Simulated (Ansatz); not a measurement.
## OsRu, space group P-6m2: a convergence test of the k-point mesh, step by step

Program: Ansatz 0.2.0 through its Python package.

Notebook, run cell by cell (the value of a cell's last expression is shown):

```python
from dataclasses import dataclass
import warnings

import ansatz as az
```

```python
@dataclass
class Options:
    functional: str = "pbesol"
    dispersion: str = "d3bjatm"
    filling: str = "fermi_dirac"
```

```python
cfg = Options()
```

```python
warnings.simplefilter("ignore", az.DeckWarning)
```

```python
cell = (
    az.Lattice.from_parameters(2.72701, 2.72701, 4.30032, alpha=90, beta=90, gamma=120)
    .space_group(187)
    .atom("Ru", (0.0, 0.0, 0.0))
    .atom("Os", (1 / 3, 2 / 3, 0.5))
)
```

```python
[site.symbol for site in cell.resolved().sites]
```

    ['Ru', 'Os']

```python
calc = (
    cell.calculation()
    .pseudopotentials("paw")
    .functional(cfg.functional, dispersion=cfg.dispersion)
    .occupations(cfg.filling, width=50 * az.meV)
    .stress()
)
```

```python
rows = []
for value in [0.9, 0.7, 0.55, 0.45, 0.35]:
    r = calc.kpoints(spacing=value).run(threads=1).report
    rows.append((value, r["free_energy_ev"] / len(r["lattice"]["sites"]), r["n_iterations"], sum(r["stress_gpa"][i][i] for i in range(3)) / 3, r["n_kpoints"]))
```

```python
print("spacing (1/A)   F/atom (eV)    iterations       P (GPa)      k-points")
for row in rows:
    print(f"{str(row[0]):>12s}  {row[1]:12.5f}  {row[2]:12d}  {row[3]:12.3f}  {row[4]:12d}")
```

    spacing (1/A)   F/atom (eV)    iterations       P (GPa)      k-points
             0.9   -8533.88400             7        -3.050             6
             0.7   -8534.35030             6       -12.655             8
            0.55   -8534.27964             6       -11.609            10
            0.45   -8534.30852             6       -11.366            21
            0.35   -8534.36243             6       -12.428            30

```python
# the last row is the reference
for row in rows[:-1]:
    shift = 1000 * (row[1] - rows[-1][1])
    print(f"{row[0]}: {shift:+.2f} meV/atom" + ("  (within 5 meV)" if abs(shift) < 5 else ""))
```

    0.9: +478.43 meV/atom
    0.7: +12.13 meV/atom
    0.55: +82.79 meV/atom
    0.45: +53.91 meV/atom

What to keep in mind:
- Dispersion corrections can be off by several per cent in the lattices of metals, and by several GPa in the pressure at a fixed cell.
- Pressure is positive in compression.
- Spin-orbit coupling, which matters for elements this heavy, is left out.
- At these settings the cell as given stands under about -12 GPa, so it isn't at this functional's equilibrium volume.
- The structure comes from a database of computed cells and needn't be a stable or known phase.
- Shifts are counted from the finest mesh, which is itself no proven limit.
- The whole script took 5.5 s on 1 thread of Arm Neoverse V2, with other jobs on the host, peak memory 0.36 GiB.
